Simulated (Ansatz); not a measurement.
I need a relaxation of cell and ions of Cs2YHgCl6, space group Fm-3m. Use Ansatz's Python interface. Use: PBEsol, PAW, the default cutoff (420 eV here), 4×4×4 k-points, Fermi-Dirac smearing of 0.15 eV.

```xyz
10
Lattice="0.0000 5.6160 5.6160 5.6160 0.0000 5.6160 5.6160 5.6160 0.0000" Properties=species:S:1:pos:R:3 pbc="T T T"
Cs    8.4240    8.4240    8.4240
Cs    2.8080    2.8080    2.8080
Y     0.0000    0.0000    0.0000
Hg    5.6160    5.6160    5.6160
Cl    2.6452    5.6160    5.6160
Cl    5.6160    5.6160    2.6452
Cl    8.5868    5.6160    5.6160
Cl    5.6160    2.6452    5.6160
Cl    5.6160    8.5868    5.6160
Cl    5.6160    5.6160    8.5868
```

`cs2yhgcl6_vcrelax.py`
```python
# -*- coding: utf-8 -*-
"""Relax cell and ions of Cs2YHgCl6."""

import json
import warnings

import ansatz
from ase import Atoms
from ase.neighborlist import neighbor_list
import numpy as np
from pymatgen.core import Lattice, Structure
from pymatgen.io.ase import AseAtomsAdaptor

def edges_and_angles(cell):
    cell = np.asarray(cell)
    a, b, c = np.linalg.norm(cell, axis=1)
    cosines = cell[1] @ cell[2] / (b * c), cell[0] @ cell[2] / (a * c), cell[0] @ cell[1] / (a * b)
    return (a, b, c, *np.degrees(np.arccos(cosines)))


def main():
    warnings.simplefilter("ignore", ansatz.DeckWarning)

    pmg_structure = Structure(
        Lattice([[0.0, 5.615981, 5.615981], [5.615981, 0.0, 5.615981], [5.615981, 5.615981, 0.0]]),
        ["Cs", "Cs", "Y", "Hg", "Cl", "Cl", "Cl", "Cl", "Cl", "Cl"],
        [
            [0.75, 0.75, 0.75],
            [0.25, 0.25, 0.25],
            [0.0, 0.0, 0.0],
            [0.5, 0.5, 0.5],
            [0.764494, 0.235506, 0.235506],
            [0.235506, 0.235506, 0.764494],
            [0.235506, 0.764494, 0.764494],
            [0.235506, 0.764494, 0.235506],
            [0.764494, 0.235506, 0.764494],
            [0.764494, 0.764494, 0.235506],
        ],
    )
    structure = ansatz.Crystal.from_ase(AseAtomsAdaptor.get_atoms(pmg_structure))

    # every cell quantity that the symmetry leaves free
    base = (
        structure.calculation()
        .pseudopotentials("paw")
        .kpoints(4)
        .functional("pbesol")
        .occupations("fermi_dirac", width=0.15)
        .relax(cell=True, stress_tolerance=0.01)
    )
    res = base.run(threads=1, pin="off", events_out="cs2yhgcl6.ndjson")
    with open("cs2yhgcl6.ndjson") as stream:
        events = [json.loads(line) for line in stream]
    steps = [e["data"] for e in events if e["event"] == "relax_step"]
    report = res.report
    for s in steps:
        flag = "" if s["accepted"] else "  (rejected)"
        print("step %2d  E = %.5f eV  largest force component = %.4f eV/A%s" % (s["step"], s["lagrangian_ev"], s["allowed_force_max_ev_ang"], flag))

    first, last = steps[0], steps[-1]
    symbols = [site.symbol for site in res.lattice.sites]
    print(f"energy gained {first['lagrangian_ev'] - last['lagrangian_ev']:.4f} eV in {len(steps) - 1} steps")
    for label, vectors in (("before", first["cell_ang"]), ("after", res.lattice.cell_ang)):
        print(label, "a b c (A) {:.4f} {:.4f} {:.4f}  angles {:.2f} {:.2f} {:.2f}".format(*edges_and_angles(vectors)), f" V = {abs(np.linalg.det(vectors)):.3f} A^3")
    print("final stress xx yy zz (GPa, compression positive):", np.round(np.diag(report["stress_gpa"]), 3) + 0.0)

    print("atom   start x y z (A)              end x y z (A)")
    for symbol, a, b in zip(symbols, first["positions_ang"], last["positions_ang"]):
        print(f"{symbol:3s}", " ".join(f"{v:8.4f}" for v in a), "  ", " ".join(f"{v:8.4f}" for v in b))

    change = np.array(last["positions_ang"]) @ np.linalg.inv(last["cell_ang"]) - np.array(first["positions_ang"]) @ np.linalg.inv(first["cell_ang"])
    moved = np.linalg.norm(change @ np.array(last["cell_ang"]), axis=1)
    print("displacement within the cell, strain taken out (A):", " ".join(f"{s}:{d:.3f}" for s, d in zip(symbols, moved)))

    final = Atoms(symbols, positions=last["positions_ang"], cell=res.lattice.cell_ang, pbc=True)
    i, j, d = neighbor_list("ijd", final, 4.5)
    print("neighbours within 1.15 times the shortest distance of each atom (A)")
    for atom in range(len(final)):
        near = [m for m in np.argsort(d) if i[m] == atom]
        shell = [m for m in near if d[m] < 1.15 * d[near[0]]]
        print(f"{symbols[atom]}{atom} ({len(shell)}):", ", ".join(f"{symbols[j[m]]} {d[m]:.3f}" for m in shell))

    for key in ("converged", "n_iterations", "n_electrons", "n_kpoints", "n_pw", "n_symmetry_ops", "free_energy_ev", "fermi_energy_ev"):
        print(f"{key:18s} {report[key]}")


if __name__ == "__main__":
    main()
```

Running `python cs2yhgcl6_vcrelax.py` prints:
```text
step  1  E = -35017.17327 eV  largest force component = 0.0915 eV/A
step  2  E = -35017.27829 eV  largest force component = 0.0860 eV/A
step  3  E = -35017.29157 eV  largest force component = 0.1766 eV/A
step  4  E = -35017.30787 eV  largest force component = 0.0143 eV/A
step  5  E = -35017.30803 eV  largest force component = 0.0006 eV/A
step  6  E = -35017.30735 eV  largest force component = 0.0006 eV/A
energy gained 0.1341 eV in 5 steps
before a b c (A) 7.9422 7.9422 7.9422  angles 60.00 60.00 60.00  V = 354.248 A^3
after a b c (A) 7.7367 7.7367 7.7367  angles 60.00 60.00 60.00  V = 327.459 A^3
final stress xx yy zz (GPa, compression positive): [-0.001 -0.001 -0.001]
atom   start x y z (A)              end x y z (A)
Cs    8.4240   8.4240   8.4240      8.2060   8.2060   8.2060
Cs    2.8080   2.8080   2.8080      2.7353   2.7353   2.7353
Y     0.0000   0.0000   0.0000     -0.0000   0.0000  -0.0000
Hg    5.6160   5.6160   5.6160      5.4707   5.4707   5.4707
Cl    2.6452   5.6160   5.6160      2.6038   5.4707   5.4707
Cl    5.6160   5.6160   2.6452      5.4707   5.4707   2.6038
Cl    8.5868   5.6160   5.6160      8.3376   5.4707   5.4707
Cl    5.6160   2.6452   5.6160      5.4707   2.6038   5.4707
Cl    5.6160   8.5868   5.6160      5.4707   8.3376   5.4707
Cl    5.6160   5.6160   8.5868      5.4707   5.4707   8.3376
displacement within the cell, strain taken out (A): Cs:0.000 Cs:0.000 Y:0.000 Hg:0.000 Cl:0.027 Cl:0.027 Cl:0.027 Cl:0.027 Cl:0.027 Cl:0.027
neighbours within 1.15 times the shortest distance of each atom (A)
Cs0 (12): Cl 3.871, Cl 3.871, Cl 3.871, Cl 3.871, Cl 3.871, Cl 3.871, Cl 3.871, Cl 3.871, Cl 3.871, Cl 3.871, Cl 3.871, Cl 3.871
Cs1 (12): Cl 3.871, Cl 3.871, Cl 3.871, Cl 3.871, Cl 3.871, Cl 3.871, Cl 3.871, Cl 3.871, Cl 3.871, Cl 3.871, Cl 3.871, Cl 3.871
Y2 (6): Cl 2.604, Cl 2.604, Cl 2.604, Cl 2.604, Cl 2.604, Cl 2.604
Hg3 (6): Cl 2.867, Cl 2.867, Cl 2.867, Cl 2.867, Cl 2.867, Cl 2.867
Cl4 (2): Y 2.604, Hg 2.867
Cl5 (2): Y 2.604, Hg 2.867
Cl6 (2): Y 2.604, Hg 2.867
Cl7 (2): Y 2.604, Hg 2.867
Cl8 (2): Y 2.604, Hg 2.867
Cl9 (2): Y 2.604, Hg 2.867
converged          True
n_iterations       8
n_electrons        91.0
n_kpoints          8
n_pw               6375
n_symmetry_ops     48
free_energy_ev     -35017.307346085436
fermi_energy_ev    4.837726928625069
```

Absolute energies stand on the zero of these potentials, so only differences at equal settings mean something. A total without «per atom» is that of the cell as typed. The cell holds an odd number of electrons and is run without spin, so a magnetic state may lie lower. For a metal this k-point mesh is coarse: on a finer one energies can move by several to tens of meV an atom and pressures by half a GPa or more, differences at one mesh by less. The zero of the levels is a convention of the potentials, so an absolute Fermi energy is no work function. Energies along a relaxation are free energies. Rows at an unchanged volume are solved on a plane-wave basis chosen afresh for that cell, so the energy jumps there and such rows are no steps of the walk. The smearing is wide enough that free energy and stress hold a thermal part of the electrons. Edges and angles are those of the cell as typed, here a primitive one, not of the conventional cell. Spin-orbit coupling, which matters for elements this heavy, is left out. The structure comes from a database of computed cells and needn't be a stable or known phase. Timing: 120 s on 1 thread of Arm Neoverse N1, with other jobs on the host, peak memory 0.78 GiB.
